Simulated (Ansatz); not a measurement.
# Zr3Cl: the cost of one run

Program: Ansatz 0.2.0. Level of theory: DFT PBE, scalar-relativistic, plane waves, PAW. These are calculated values, not measurements.

**1. The system as given**

It takes space group Pm-3m (No. 221, cubic). Conventional cell: a = 4.178 Å, b = 4.178 Å, c = 4.178 Å, α = 90.00°, β = 90.00°, γ = 90.00°. Zr (site symmetry 4/mmm) is surrounded by 8 Zr at 2.95 Å and 4 Cl at 2.95 Å. Cl (site symmetry m-3m) is surrounded by 12 Zr at 2.95 Å.

As a file:

```cif
data_structure
_symmetry_space_group_name_H-M 'Pm-3m'
_symmetry_Int_Tables_number 221
_cell_length_a 4.1782
_cell_length_b 4.1782
_cell_length_c 4.1782
_cell_angle_alpha 90.000
_cell_angle_beta 90.000
_cell_angle_gamma 90.000
_cell_volume 72.94
loop_
_atom_site_label
_atom_site_type_symbol
_atom_site_symmetry_multiplicity
_atom_site_Wyckoff_symbol
_atom_site_fract_x
_atom_site_fract_y
_atom_site_fract_z
_atom_site_occupancy
Zr1 Zr 3 c 0.00000 0.50000 0.50000 1
Cl1 Cl 1 a 0.00000 0.00000 0.00000 1
```

This is candidate A: Cu3Au (L1_2) type (Pm-3m, No. 221).

(A quick probe on a coarse mesh, which set the mesh and smearing, is not shown.)

**3. Rough relaxation on the coarse mesh (candidate A)**

input.yaml reads:

```yaml
crystal:
  lattice:
    - [4.1782405819, 0.0, 0.0]
    - [0.0, 4.1782405819, 0.0]
    - [0.0, 0.0, 4.1782405819]
  atoms:
    - { symbol: Zr, position: [0.0, 0.5, 0.5] }
    - { symbol: Zr, position: [0.5, 0.0, 0.5] }
    - { symbol: Zr, position: [0.5, 0.5, 0.0] }
    - { symbol: Cl, position: [0.0, 0.0, 0.0] }
basis:
  ecutwfc: 420
kpoints:
  mp_grid: { grid: [4, 4, 4] }
hamiltonian:
  xc: pbe
scf:
  occupations: { method: gaussian, width: 0.1 }
  lower_state_search: "off"
output:
  forces: true
  stress: true
  eigenvalues: true
relax:
  adjacent_minimum: "off"
  f_tol: 0.04
  max_steps: 70
  cell: { stress_tol: 0.4 }
```

Run with:

```bash
> ansatz run input.yaml --threads 1 --pin off --max-ram 2560MiB --backend cpu --events-out ev --progress --plain --runs-dir out
```

What time and memory should one allow on 1 thread of Arm Neoverse V1, shared host?

About 5.6 s, with a peak of 0.33 GiB.
